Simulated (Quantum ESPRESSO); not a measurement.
A calculation with Quantum ESPRESSO 7.5 of Sr2Re (ASE script, structure from a P1 CIF):

The input run.py:

```python
import numpy as np
from ase.calculators.espresso import Espresso, EspressoProfile
from ase.io import read

atoms = read('Sr2Re.cif')

input_data = {
    'control': {'calculation': 'scf', 'prefix': 'pwscf', 'outdir': './tmp', 'tprnfor': True, 'tstress': True, 'disk_io': 'nowf'},
    'system': {'ecutwfc': 55.0, 'ecutrho': 440.0, 'nbnd': 25, 'occupations': 'smearing', 'smearing': 'fd', 'degauss': 0.00367493},
    'electrons': {'conv_thr': 6e-10, 'electron_maxstep': 120, 'mixing_beta': 0.5},
}
pseudopotentials = {'Re': 'Re_pbe_v1.2.uspp.F.UPF', 'Sr': 'Sr_pbe_v1.uspp.F.UPF'}
profile = EspressoProfile(command='pw.x', pseudo_dir='pseudo')
dft = Espresso(profile=profile, input_data=input_data, pseudopotentials=pseudopotentials, kpts=(7, 7, 7), koffset=(0, 0, 0))
atoms.calc = dft

print(f'energy {atoms.get_potential_energy():.8f} eV')
print('forces (eV/A)')
print(np.round(atoms.get_forces(), 6))
print('stress (eV/A^3, Voigt)')
print(np.round(atoms.get_stress(), 8))
print(f'Fermi level {dft.get_fermi_level():.4f} eV')
```

File Sr2Re.cif:

```cif
data_Sr2Re
_cell_length_a 4.66623069
_cell_length_b 4.66623069
_cell_length_c 4.66623069
_cell_angle_alpha 60.00000000
_cell_angle_beta 60.00000000
_cell_angle_gamma 60.00000000
_space_group_name_H-M_alt 'P1'
_space_group_name_Hall 'P 1'
_space_group_IT_number 1
loop_
_space_group_symop_operation_xyz
'x,y,z'
loop_
_atom_site_label
_atom_site_type_symbol
_atom_site_symmetry_multiplicity
_atom_site_Wyckoff_symbol
_atom_site_fract_x
_atom_site_fract_y
_atom_site_fract_z
_atom_site_occupancy
Sr1 Sr 1 a 0.2500000000 0.2500000000 0.2500000000 1
Sr2 Sr 1 a 0.5000000000 0.5000000000 0.5000000000 1
Re1 Re 1 a 0.0000000000 0.0000000000 0.0000000000 1
```

Potentials or basis: SSSP 1.3 efficiency PBE.

Launch:

```sh
$ OMP_NUM_THREADS=1 python run.py
```

The cell was built by a generator and needn't be a form met in nature.

Question: Write the same calculation in another form: native input, structure typed inline.

Answer: As run:

The input pw.in:

```
&CONTROL
  calculation = 'scf'
  prefix = 'pwscf'
  outdir = './tmp'
  pseudo_dir = './pseudo'
  tprnfor = .true.
  tstress = .true.
  disk_io = 'nowf'
/
&SYSTEM
  ibrav = 0
  nat = 3
  ntyp = 2
  ecutwfc = 55
  ecutrho = 440
  nbnd = 25
  occupations = 'smearing'
  smearing = 'fd'
  degauss = 0.00367493
/
&ELECTRONS
  conv_thr = 6d-10
  electron_maxstep = 120
  mixing_beta = 0.5
/
ATOMIC_SPECIES
Sr    87.6200 Sr_pbe_v1.uspp.F.UPF
Re   186.2070 Re_pbe_v1.2.uspp.F.UPF
CELL_PARAMETERS angstrom
   0.0000000000    3.2995233600    3.2995233600
   3.2995233600    0.0000000000    3.2995233600
   3.2995233600    3.2995233600    0.0000000000
ATOMIC_POSITIONS crystal
Sr     0.2500000000    0.2500000000    0.2500000000
Sr     0.5000000000    0.5000000000    0.5000000000
Re     0.0000000000    0.0000000000    0.0000000000
K_POINTS automatic
7 7 7 0 0 0
```

Potentials or basis: SSSP 1.3 efficiency PBE.

Run with:

```bash
$ OMP_NUM_THREADS=1 pw.x -in pw.in > pw.out
```

Both were run:

|  | ASE script, structure from a P1 CIF | native input, structure typed inline |
| --- | --- | --- |
| Pressure | 14.7 GPa | 14.7 GPa |
| Band gap on the k mesh | none (metal or under the smearing width) | none (metal or under the smearing width) |

Keys that steer only the numerical path or the files written may differ.
